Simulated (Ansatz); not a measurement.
Crystal: Co4Ge.

```
Ge Co
1.0
     1.31250    0.75777    9.86265
    -1.31250    0.75777    9.86265
     0.00000   -1.51554    9.86265
Ge Co
1 4
Direct
  0.00000 0.00000 0.00000
  0.59884 0.59884 0.59884
  0.20032 0.20032 0.20032
  0.79968 0.79968 0.79968
  0.40116 0.40116 0.40116
```

The cell comes from a database or a generator and needn't be the stable form of this composition.

Base run:

| Property | Result |
| --- | --- |
| Program | Ansatz 0.2.0 |
| Functional | revPBE |
| Potentials or basis | Ansatz PAW |
| Cutoff | 420 eV |
| Density cutoff | 1680 eV |
| k mesh | 12 × 12 × 12 |
| Occupations | fermi-dirac, width 0.05 eV |
| Spin | collinear spin, ferromagnetic start |
| Starting moments | [0.0, 2.0, 2.0, 2.0, 2.0] μB |

Its results: band gap on the k mesh none (metal or under the smearing width); pressure 3.5 GPa; net moment 5.94 μB per cell; site moments Ge -0.04; Co +1.35, +1.80 μB; largest force 0.090 eV/Å.

Task: After a change of settings the same cell gave: band gap on the k mesh none (metal or under the smearing width); pressure -0.1 GPa; net moment 5.91 μB per cell; site moments Ge -0.03; Co +1.33, +1.79 μB; largest force 0.083 eV/Å. Which change was it?
A. functional from revPBE to PBE
B. functional from revPBE to r2SCAN; cutoff from 420 eV to 500 eV; density cutoff from 1680 eV to 2000 eV
C. functional from revPBE to RPBE
D. functional from revPBE to LDA

Result: A.

PBE binds more tightly than revPBE, so the same cell stands under less pressure.

Caveats: the potentials were made for another functional, which shifts forces and pressure (some runs); the PAW data sets come from PBE, with cores solved anew for the run's functional, which leaves a small shift of forces and pressure (some runs).

Not every run made on this cell is shown here.
